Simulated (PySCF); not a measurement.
The system is CSiBrH3, in a box.

```
CELL_PARAMETERS angstrom
13.00000 0.00000 0.00000
0.00000 12.00000 0.00000
0.00000 0.00000 12.00000
ATOMIC_POSITIONS crystal
C 0.44471 0.54837 0.48213
Si 0.47903 0.45341 0.60195
Br 0.63178 0.39053 0.53658
H 0.50360 0.61297 0.47222
H 0.37022 0.58837 0.49575
H 0.44228 0.50171 0.40372
```

Program: PySCF 2.14.0. Alike in all runs: task atomic charges; potentials or basis 6-31g* (all-electron); no spin polarisation; cell as given; k mesh 1 × 1 × 1; smearing fixed.

**Question.** Order these runs on this cell by their band gap on the k mesh, lowest first.
A. level M06-2X+D3; three-body dispersion term no; three-centre integrals read from an earlier run's file; exxdiv ewald
B. level PBE
C. level revTPSS+D4; three-body dispersion term yes; three-centre integrals read from an earlier run's file
D. level r2SCANh+D4; three-body dispersion term yes; three-centre integrals read from an earlier run's file; exxdiv ewald

**Answer.** B (2.12 eV), C (2.32 eV), D (3.12 eV), A (5.88 eV).

Caveats: this is a molecule in a periodic box at the Γ point, so its band gap is the HOMO-LUMO gap; relativity is left out, which matters for the heavier elements; the basis of atomic orbitals isn't converged, which shifts pressures, moduli and gaps.

